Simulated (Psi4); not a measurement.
# TPSS-D4/aug-cc-pVDZ (density fitting with def2-universal-jkfit) run of GeH4O2 (SMILES [OH][GeH2][OH])

Aim: a structure relaxation of GeH4O2. 

Program for the calculation: Psi4 1.11.

### 1 The system as given

GeH4O2 has 7 atoms, charge 0, and is taken as a singlet. As SMILES, `[OH][GeH2][OH]`. Geometry: relaxed at PBE0-D4/def2-TZVP. This is one conformer, not always the lowest. The run starts from this shape.

Bond lengths: O1–Ge2 1.776 Å, Ge2–O3 1.773 Å, O1–H4 0.959 Å, Ge2–H5 1.543 Å, Ge2–H6 1.525 Å, O3–H7 0.959 Å. Angles: O1–Ge2–O3 110.8°, O1–Ge2–H5 108.6°, O1–Ge2–H6 106.6°, O3–Ge2–H5 109.7°, O3–Ge2–H6 104.9°, Ge2–O1–H4 113.3°, Ge2–O3–H7 113.6°, H5–Ge2–H6 116.1°.

### 2 A structure relaxation at TPSS-D4/aug-cc-pVDZ (density fitting with def2-universal-jkfit)

Contents of geh4o2.xyz:

```xyz
7
GeH4O2
O     -1.491300    -0.416000    -0.173900
Ge     0.023500     0.377000     0.305300
O      1.347400    -0.798900     0.400600
H     -1.634900    -0.418700    -1.122100
H      0.363400     1.460500    -0.739100
H     -0.172500     0.863100     1.737300
H      1.625600    -1.135200    -0.453800
```

Contents of geh4o2_ase.py:

```python
import numpy as np
from ase.calculators.psi4 import Psi4
from ase.io import read
from ase.optimize import BFGS

atoms = read('geh4o2.xyz')
calc = Psi4(atoms=atoms, method='tpss-d4', basis='aug-cc-pVDZ', memory='1600MB', num_threads=1, charge=0, multiplicity=1, label='calc')
calc.psi4.set_options({'df_basis_scf': 'def2-universal-jkfit'})
atoms.calc = calc

opt = BFGS(atoms)
done = opt.run(fmax=0.02, steps=60)
print('converged:', done)
for s, p in zip(atoms.symbols, atoms.positions):
    print(f'{s:2s} {p[0]:12.6f} {p[1]:12.6f} {p[2]:12.6f}')
```

Run with:

```sh
$ python geh4o2_ase.py
```

What values should one expect? Wanted: total energy at the end; dipole moment; HOMO energy; LUMO energy; HOMO–LUMO gap; dispersion energy.

Answer, from the run:

At TPSS-D4/aug-cc-pVDZ (density fitting with def2-universal-jkfit):

| quantity | value |
| --- | --- |
| total energy at the end | -2229.88649 Eh |
| dipole moment | 2.44 D |
| HOMO energy | -7.19 eV |
| LUMO energy | -1.11 eV |
| HOMO–LUMO gap | 6.08 eV |
| dispersion energy | -12.29 kJ/mol |

**Reading.** At the final geometry: Bond lengths: O1–Ge2 1.815 Å, Ge2–O3 1.813 Å, O1–H4 0.973 Å, Ge2–H5 1.547 Å, Ge2–H6 1.529 Å, O3–H7 0.973 Å. Angles: O1–Ge2–O3 111.4°, O1–Ge2–H5 108.8°, O1–Ge2–H6 105.8°, O3–Ge2–H5 109.9°, O3–Ge2–H6 103.9°, Ge2–O1–H4 111.6°, Ge2–O3–H7 112.3°, H5–Ge2–H6 116.8°. The optimisation took 14 steps and changed the energy by -0.047 eV.
